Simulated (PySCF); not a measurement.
# C₅H₇F₃N₂: magnetic properties

Aim: compute the magnetic properties of C₅H₇F₃N₂ (`C/C=N\N=C(/C)C(F)(F)F`).

Programs: PySCF 2.14.0, with routines of our own; each step states its level. All values are computed. Atoms count from 0.

### 1 The starting structure

17 atoms, charge 0, multiplicity 1; geometry from: GFN2-xTB.

### 2 Magnetic properties: GIAO B97-2/pcSseg-1

The job: settings as JSON, then the geometry in Å.

```
{"job": {"kind": "mag", "xc": "B97-2", "basis": "pcSseg-1", "isotopologues": 0}, "charge": 0, "multiplicity": 1}
C      2.666513    -0.024693    -0.237454
C      2.005583    -0.355407     1.060491
N      0.789805    -0.642377     1.227465
N     -0.154388    -0.893332     0.409383
C     -1.117879    -0.164417     0.021315
C     -1.315026     1.304475     0.248841
C     -2.196726    -0.850758    -0.773567
F     -2.300424    -0.332438    -2.016143
F     -2.002817    -2.161559    -0.921262
F     -3.413441    -0.695468    -0.215688
H      3.487385    -0.716610    -0.420414
H      1.956799    -0.088693    -1.059213
H      3.082505     0.981460    -0.198306
H      2.613746    -0.354285     1.954638
H     -0.497697     1.698240     0.847969
H     -2.257523     1.478572     0.767544
H     -1.353412     1.829322    -0.705509
```

Method: GIAO B97-2/pcSseg-1 magnetisability, rotational g tensor and spin-rotation constants, non-relativistic, gas phase.

Launch:

```bash
> OMP_NUM_THREADS=1 python excited_run.py task.json out
```

This one command runs all jobs of the session in turn.

The log of the run:

```text
coarse grid: 15152 points
cycle   1  E = -603.2587600354  dE =  1.654e+00  |g| = 9.588e-01  |ddm| = 3.777e+00
cycle   2  E = -603.0725470873  dE =  1.862e-01  |g| = 1.473e+00  |ddm| = 1.298e+00
cycle   3  E = -603.4117044494  dE = -3.392e-01  |g| = 1.570e-01  |ddm| = 8.282e-01
cycle   4  E = -603.4153276655  dE = -3.623e-03  |g| = 9.730e-02  |ddm| = 1.951e-01
cycle   5  E = -603.4173907501  dE = -2.063e-03  |g| = 2.829e-02  |ddm| = 9.636e-02
cycle   6  E = -603.4175547243  dE = -1.640e-04  |g| = 9.260e-03  |ddm| = 2.903e-02
cycle   7  E = -603.4175740252  dE = -1.930e-05  |g| = 2.198e-03  |ddm| = 9.311e-03
cycle   8  E = -603.4175752050  dE = -1.180e-06  |g| = 3.898e-04  |ddm| = 2.164e-03
final grid: 150440 points
cycle   9  E = -603.4746250710  dE = -8.376e-05  |g| = 1.138e-02  |ddm| = 3.496e-02
cycle  10  E = -603.4746099269  dE =  1.514e-05  |g| = 1.512e-02  |ddm| = 1.324e-02
cycle  11  E = -603.4746417633  dE = -3.184e-05  |g| = 1.203e-03  |ddm| = 8.243e-03
cycle  12  E = -603.4746420654  dE = -3.021e-07  |g| = 3.918e-04  |ddm| = 1.395e-03
cycle  13  E = -603.4746421000  dE = -3.459e-08  |g| = 1.484e-04  |ddm| = 4.768e-04
cycle  14  E = -603.4746421051  dE = -5.127e-09  |g| = 2.221e-05  |ddm| = 1.291e-04
cycle  15  E = -603.4746421052  dE = -5.639e-11  |g| = 1.694e-05  |ddm| = 3.173e-05
converged SCF energy = -603.4746421052

Magnetisability tensor (1e-30 J/T^2)
    -1143.06       19.06      119.99
       19.06    -1289.58        9.04
      119.99        9.04    -1303.79
isotropic -1245.47   principal values   -1367.86  -1291.65  -1076.92
isotropic susceptibility -75.004 1e-6 cm^3/mol

Inertial axes            a          b          c
rot. const./GHz      2.5482     0.7145     0.6869
chi total           -65.352    -78.442    -81.219
chi diamagnetic    -568.913  -1701.226  -1777.397
chi paramagnetic    503.561   1622.784   1696.179
quadrupole/D A        6.407     -0.985     -5.422
g nuclear            0.5595     0.5384     0.5430
g electronic        -0.6028    -0.5447    -0.5473
g total             -0.0434    -0.0063    -0.0043

Spin-rotation constants (kHz, H = +C I.J)
atom  isotope        aa         bb         cc
  2    14N        0.752      0.063      0.125
  3    14N        0.767      0.129      0.065
  7    19F        3.664      1.005      0.623
  8    19F        3.929      0.629      0.725
  9    19F        2.929      1.035      0.755
 10     1H       -0.160     -0.019     -0.073
 11     1H       -0.030     -0.083     -0.047
 12     1H       -0.200     -0.025     -0.059
 13     1H        0.082     -0.072     -0.031
 14     1H        0.008     -0.059     -0.080
 15     1H       -0.142     -0.044     -0.051
 16     1H       -0.266     -0.069      0.003
  0    13C*       0.417      0.092      0.086
  1    13C*       0.944      0.130      0.241
  4    13C*       0.923      0.246      0.135
  5    13C*       0.381      0.090      0.084
  6    13C*       0.801      0.215      0.208
* in the singly substituted isotopologue
```

Run time: 41 s. Hardware: 1 thread of Arm Neoverse V2, shared host; peak memory 0.91 GiB.

In short:

```csv
quantity,value
magnetisability,-1245·10⁻³⁰ J/T²
molar susceptibility,-75.0·10⁻⁶ cm³/mol
"rotational g (a, b, c)","-0.0434, -0.0063, -0.0043"
```

### 3 Magnetic properties: common gauge origin KT2/cc-pVDZ

Settings changed since step 2:

```diff
@@ -1,2 +1,2 @@
-{"job": {"kind": "mag", "xc": "B97-2", "basis": "pcSseg-1", "isotopologues": 0}, "charge": 0, "multiplicity": 1}
+{"job": {"kind": "mag", "xc": "KT2", "basis": "cc-pVDZ", "gauge": [0, 0, 0]}, "charge": 0, "multiplicity": 1}
 C      2.666513    -0.024693    -0.237454
```

Method: common gauge origin KT2/cc-pVDZ magnetisability, rotational g tensor and spin-rotation constants, non-relativistic, gas phase.

The log of the run:

```text
coarse grid: 15152 points
cycle   1  E = -612.5343204870  dE =  1.613e+00  |g| = 1.121e+00  |ddm| = 7.858e+00
cycle   2  E = -612.0059862707  dE =  5.283e-01  |g| = 2.094e+00  |ddm| = 4.168e+00
cycle   3  E = -612.7373962467  dE = -7.314e-01  |g| = 2.988e-01  |ddm| = 2.803e+00
cycle   4  E = -612.7539910645  dE = -1.659e-02  |g| = 1.666e-01  |ddm| = 6.800e-01
cycle   5  E = -612.7605743667  dE = -6.583e-03  |g| = 6.114e-02  |ddm| = 3.005e-01
cycle   6  E = -612.7613038098  dE = -7.294e-04  |g| = 2.933e-02  |ddm| = 1.153e-01
cycle   7  E = -612.7615231762  dE = -2.194e-04  |g| = 5.687e-03  |ddm| = 4.872e-02
cycle   8  E = -612.7615311832  dE = -8.007e-06  |g| = 1.277e-03  |ddm| = 9.961e-03
final grid: 150440 points
cycle   9  E = -612.7971541521  dE = -1.218e-04  |g| = 2.828e-02  |ddm| = 1.155e-01
cycle  10  E = -612.7968749287  dE =  2.792e-04  |g| = 4.947e-02  |ddm| = 9.730e-02
cycle  11  E = -612.7972844399  dE = -4.095e-04  |g| = 4.186e-03  |ddm| = 6.213e-02
cycle  12  E = -612.7972892754  dE = -4.836e-06  |g| = 8.914e-04  |ddm| = 7.871e-03
cycle  13  E = -612.7972894446  dE = -1.692e-07  |g| = 4.239e-04  |ddm| = 1.716e-03
cycle  14  E = -612.7972894807  dE = -3.606e-08  |g| = 1.659e-04  |ddm| = 7.169e-04
cycle  15  E = -612.7972894876  dE = -6.947e-09  |g| = 2.613e-05  |ddm| = 2.679e-04
cycle  16  E = -612.7972894878  dE = -1.421e-10  |g| = 1.020e-05  |ddm| = 4.680e-05
converged SCF energy = -612.7972894878

Magnetisability tensor (1e-30 J/T^2)
    -4438.64      697.01     2188.56
      697.01    -9684.82      441.43
     2188.56      441.43    -9593.25
isotropic -7905.57   principal values  -10442.84  -9744.82  -3529.04
isotropic susceptibility -476.085 1e-6 cm^3/mol

Inertial axes            a          b          c
rot. const./GHz      2.5482     0.7145     0.6869
chi total          -213.020   -587.237   -627.996
chi diamagnetic    -566.296  -1699.066  -1775.740
chi paramagnetic    353.275   1111.829   1147.744
quadrupole/D A        5.605     -1.010     -4.594
g nuclear            0.5595     0.5384     0.5430
g electronic        -0.4229    -0.3732    -0.3704
g total              0.1365     0.1652     0.1726

Spin-rotation constants (kHz, H = +C I.J)
atom  isotope        aa         bb         cc
  2    14N        0.650      0.046      0.087
  3    14N        0.623      0.080      0.025
  7    19F        3.042      0.903      0.494
  8    19F        3.464      0.443      0.608
  9    19F        2.326      0.983      0.722
 10     1H       -0.109      0.191      0.153
 11     1H       -0.032     -0.413     -0.387
 12     1H       -0.254      0.174      0.084
 13     1H        0.036      0.229      0.294
 14     1H        0.103     -0.212     -0.169
 15     1H        0.065     -0.186     -0.089
 16     1H       -0.224     -0.208     -0.109
  0    13C*       0.295      0.069      0.069
  1    13C*       0.721      0.122      0.242
  4    13C*       0.623      0.106     -0.013
  5    13C*       0.265      0.021      0.020
  6    13C*       0.460      0.070      0.061
* in the singly substituted isotopologue
```

Run time: 29 s. Hardware: 1 thread of Arm Neoverse V2, shared host; peak memory 0.69 GiB.

A normal end doesn't make this result sound: a common gauge origin replaces GIAOs, so the magnetic properties depend on where the origin lies.

### 4 Results

```
                                            quantity                               value
       magnetisability (step 2, GIAO B97-2/pcSseg-1)                    -1245·10⁻³⁰ J/T²
  molar susceptibility (step 2, GIAO B97-2/pcSseg-1)                  -75.0·10⁻⁶ cm³/mol
rotational g (a, b, c) (step 2, GIAO B97-2/pcSseg-1)           -0.0434, -0.0063, -0.0043
                                                runs  0 failed, 1 ended on unsound input
```

What this shows: The values above hold for this geometry and these levels alone. Vibrational averaging and real surroundings are missing from these values.
